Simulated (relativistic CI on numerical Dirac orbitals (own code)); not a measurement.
# As²⁺: one ion under different settings

Aim: see what numerical and physical settings do to the SCF, the total energy and the lowest levels of As²⁺.

Program: relativistic CI on numerical Dirac orbitals (own code) version 3. Level of theory: Dirac-Coulomb-Breit CI, KLI orbitals optimised for each configuration, model QED (radiative potential, 1s self-energy scaled to tabulated hydrogen-like ionisation energies), numerical settings as typed. These are calculated values, not measurements, unless marked.

### Step 1. The system

- ion: As²⁺ (As III)
- nuclear charge: 33
- electrons: 31
- isotope: A = 75

### Step 2. The usual input

Settings of the run:

```ini
atom As  Z=33  charge=2  electrons=31
nucleus A=75  rms_radius_fm=4.0968
hamiltonian dirac-coulomb  breit=on  qed=on  c_scale=1
orbitals kli  potential=per-configuration
slater_scale 1
correlation none
mixing on
grid step=0.0125 r_max=49.7
scf mixing=0.4 start=green max_iterations=150 tolerance=2e-08 node_fill=0.05
configurations
  [Ar] 3d10 4s2 4p
  [Ar] 3d10 4s 4p2
  [Ar] 3d10 4s2 4d
  [Ar] 3d10 4p3
  [Ar] 3d10 4s2 4f
end
```

Launch:

```bash
$ python run_levels.py task.json out
```

One command runs all members of the session, one after another, from task.json.

### Step 3. Slater scale 1.2

The settings differ from step 2 so:

```diff
@@ -4,3 +4,3 @@
 orbitals kli  potential=per-configuration
-slater_scale 1
+slater_scale 1.2
 correlation none
```

### Step 4. Nuclear radius 4.5065

The settings differ from step 3 so:

```diff
@@ -1,6 +1,6 @@
 atom As  Z=33  charge=2  electrons=31
-nucleus A=75  rms_radius_fm=4.0968
+nucleus A=75  rms_radius_fm=4.5065
 hamiltonian dirac-coulomb  breit=on  qed=on  c_scale=1
 orbitals kli  potential=per-configuration
-slater_scale 1.2
+slater_scale 1
 correlation none
```

### Step 5. Slater scale 5

Settings of the run:

```ini
atom As  Z=33  charge=2  electrons=31
nucleus A=75  rms_radius_fm=4.0968
hamiltonian dirac-coulomb  breit=on  qed=on  c_scale=1
orbitals kli  potential=per-configuration
slater_scale 5
correlation none
mixing on
grid step=0.0125 r_max=49.7
scf mixing=0.4 start=green max_iterations=98 tolerance=2e-08 node_fill=0.05
configurations
  [Ar] 3d10 4s2 4p
  [Ar] 3d10 4s 4p2
  [Ar] 3d10 4s2 4d
  [Ar] 3d10 4p3
  [Ar] 3d10 4s2 4f
end
```

(Steps that only read results are left out.)

What does the calculation give? Wanted: lowest level, usual settings; total energy; first excitation.

As calculated:

| setting | total energy less usual (Ha) | largest shift of a level among the lowest eight of both runs, same label and place (cm⁻¹) | SCF iterations | time | lowest level | kind of change |
| --- | --- | --- | --- | --- | --- | --- |
| usual | 0 | 0 | 60 | 0.22 s | 4p 2P°1/2 | - |
| Slater scale 1.2 | -0.00898 | 6640 | 60 | 0.22 s | 4p 2P°1/2 | model term |
| nuclear radius 4.5065 | 0.00297 | 0.424 | 60 | 0.22 s | 4p 2P°1/2 | unphysical constant |
| Slater scale 5 | -0.323 | 40900 | 60 | 0.22 s | 4p 2P°1/2 | unsound |

```
                    quantity          value
lowest level, usual settings      4p 2P°1/2
                total energy  -2256.7499 Ha
            first excitation    2767.7 cm⁻¹
```

In words: Among the runs whose levels can be followed, they move most under «Slater scale 5» (unsound), by up to 40900 cm⁻¹. Only the listed configurations are in the model. In a near-neutral ion this small CI can misplace whole configurations by 10,000 cm⁻¹ or more.
